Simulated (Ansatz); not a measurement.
# C2H7Al (SMILES C[CH2][AlH2]): revPBE/6-311+G(d,p)

What is the electronic atomisation energy of C2H7Al at revPBE/6-311+G**? 

Program for the calculation: Ansatz 0.2.0.

21 further runs of the same task are left out: 21 set aside as unsound or not needed. Runs told in other sessions of the task aren't counted.

## 1. The molecule

The species is C2H7Al (10 atoms), meant as a singlet with charge 0. SMILES: `C[CH2][AlH2]`. The coordinates come from a PBE0-D4/def2-TZVP relaxation.

Bond lengths: C1–C2 1.528 Å, C2–Al3 1.958 Å, C1–H4 1.094 Å, C1–H5 1.093 Å, C1–H6 1.093 Å, C2–H7 1.099 Å, C2–H8 1.099 Å, Al3–H9 1.592 Å, Al3–H10 1.592 Å. Some angles: C1–C2–Al3 116.9°, C1–C2–H7 110.4°, C1–C2–H8 110.4°, Al3–C2–H7 107.2°, Al3–C2–H8 107.3°, C2–C1–H4 112.2°, C2–C1–H5 111.7°, C2–C1–H6 111.7°, C2–Al3–H9 119.8°, C2–Al3–H10 121.0°.

## 2. The energy at revPBE/6-311+G(d,p)

The input, run.yaml:

```yaml
crystal:
  periodic: [false, false, false]
  atoms:
    - symbol: C
      position_ang: [-0.939200, 0.315000, -0.881100]
    - symbol: C
      position_ang: [-0.218500, -0.592500, 0.114200]
    - symbol: Al
      position_ang: [1.379400, 0.134900, 0.981700]
    - symbol: H
      position_ang: [-1.818700, -0.166800, -1.319100]
    - symbol: H
      position_ang: [-0.285500, 0.607100, -1.707400]
    - symbol: H
      position_ang: [-1.279400, 1.241200, -0.410000]
    - symbol: H
      position_ang: [0.075900, -1.534200, -0.370400]
    - symbol: H
      position_ang: [-0.905800, -0.910100, 0.910700]
    - symbol: H
      position_ang: [2.176600, -0.747600, 2.039500]
    - symbol: H
      position_ang: [1.898300, 1.601800, 0.644700]
basis:
  gaussian: {orbitals: 6-311+G_st__st_-spherical.json}
hamiltonian: {xc: {name: revPBE}}
accuracy: high
output: {orbitals: {seedname: orbitals}}
```

The basis set 6-311+G** is read from a file made from the Basis Set Exchange's data (not shown).

The run is started by

```console
ansatz run run.yaml --threads 1 --pin off --max-ram 2610MiB --events-out events.jsonl --progress --plain --runs-dir runs
```

The program printed:

```text
Warning: RAYON_NUM_THREADS=1 ignored (pool sized by the plan → 1); use --threads N
Functional definition: revPBE
  name "revPBE"
  parameter kappa = 1.245
  parameter beta = 0.06672455060314922
  exchange = pbe_x(kappa = kappa, mu = beta*pi^2/3)
  correlation = pbe_c(beta = beta)
2258 factors; integrals over basis functions are off by at most 4.2e-9 eV
mean field evaluation 1: about -8769.1722 eV, gradient 7.5e1 eV
mean field evaluation 2: about -8689.4861 eV, gradient 1.5e2 eV
mean field evaluation 4: about -8783.1143 eV, gradient 5.0e0 eV
mean field evaluation 8: about -8783.2046 eV, gradient 1.5e-1 eV
mean field evaluation 16: about -8783.2047 eV, gradient 5.4e-6 eV
mean field -8783.20466510 eV, -322.7768179725 hartree, gradient 3.3e-8 eV, S^2 0.000000; 0 other end points of the search recorded, 0 dependent functions left out
reference -8783.20467325 eV, -322.7768182721 hartree; 16, 16 occupied and 100, 100 virtual orbitals, 2258 factors
Total energy: -8783.20467325 eV, -322.7768182721 hartree
```

It took 8.7 s on 1 thread of Arm Neoverse V1, shared host; peak memory 0.32 GiB.

## 3. The Al atom

The input, in.yaml:

```yaml
crystal:
  periodic: [false, false, false]
  atoms:
    - {symbol: Al, position_ang: [0.000000, 0.000000, 0.000000]}
basis:
  gaussian: {orbitals: 6-311+G_st__st_-spherical.json}
accuracy: high
magnetization: {spin_polarized: true, initial_magnetization: 1}
hamiltonian: {xc: {name: revPBE}}
```

The basis set 6-311+G** is read from a file made from the Basis Set Exchange's data (not shown).

Run the same way, it converges to -242.31326 Eh (log not shown).

## 4. The C atom at the same level

The input, job.yaml:

```yaml
crystal:
  periodic: [false, false, false]
  atoms:
    - {symbol: C, position_ang: [0.000000, 0.000000, 0.000000]}
basis:
  gaussian: {orbitals: 6-311+G_st__st_.json}
magnetization: {spin_polarized: true, initial_magnetization: 2}
hamiltonian: {xc: {name: revPBE}}
accuracy: high
```

The basis set 6-311+G** is read from a file made from the Basis Set Exchange's data (not shown).

Run the same way, it converges to -37.84344 Eh (log not shown).

## 5. The H atom

The input, molecule.yaml:

```yaml
crystal:
  periodic: [false, false, false]
  atoms:
    - {symbol: H, position_ang: [0.000000, 0.000000, 0.000000]}
basis:
  gaussian: {orbitals: 6-311+G_st__st_.json}
magnetization: {spin_polarized: true, initial_magnetization: 1}
hamiltonian: {xc: {name: revPBE}}
accuracy: high
```

The basis set 6-311+G** is read from a file made from the Basis Set Exchange's data (not shown).

The run is started by

```console
ansatz run molecule.yaml --threads 1 --pin off --max-ram 2610MiB --events-out events.jsonl --progress --plain --runs-dir runs
```

The program printed:

```text
Warning: RAYON_NUM_THREADS=1 ignored (pool sized by the plan → 1); use --threads N
Functional definition: revPBE
  name "revPBE"
  parameter kappa = 1.245
  parameter beta = 0.06672455060314922
  exchange = pbe_x(kappa = kappa, mu = beta*pi^2/3)
  correlation = pbe_c(beta = beta)
21 factors; integrals over basis functions are off by at most 2.5e-9 eV
mean field evaluation 1: about -13.7145 eV, gradient 5.3e-1 eV
mean field evaluation 2: about -13.7185 eV, gradient 8.2e-2 eV
mean field evaluation 4: about -13.7180 eV, gradient 2.2e-3 eV
mean field evaluation 8: about -13.7180 eV, gradient 8.0e-7 eV
mean field -13.71795515 eV, -0.5041255533 hartree, gradient 3.2e-9 eV, S^2 0.750000; 0 other end points of the search recorded, 0 dependent functions left out
reference -13.71795820 eV, -0.5041256656 hartree; 1, 0 occupied and 5, 6 virtual orbitals, 21 factors
Total energy: -13.71795820 eV, -0.5041256656 hartree
```

Wall time 0.12 s (1 thread of Arm Neoverse V1, shared host).

## 6. What came out

Level: revPBE/6-311+G**.

| quantity | value |
| --- | --- |
| molecule: total energy | -322.77682 Eh |
| molecule: HOMO energy | -6.29 eV |
| molecule: LUMO energy | -2.01 eV |
| molecule: HOMO–LUMO gap | 4.28 eV |
| Al atom: total energy | -242.31326 Eh |
| Al atom: ⟨S²⟩ | 0.753 |
| C atom: total energy | -37.84344 Eh |
| C atom: ⟨S²⟩ | 2.003 |
| H atom: total energy | -0.50413 Eh |
| H atom: ⟨S²⟩ | 0.750 |
| electronic atomisation energy | 33.954 eV |

Taking the molecule apart into free atoms costs 33.95 eV (3276 kJ/mol), before zero-point energy and without spin-orbit coupling.
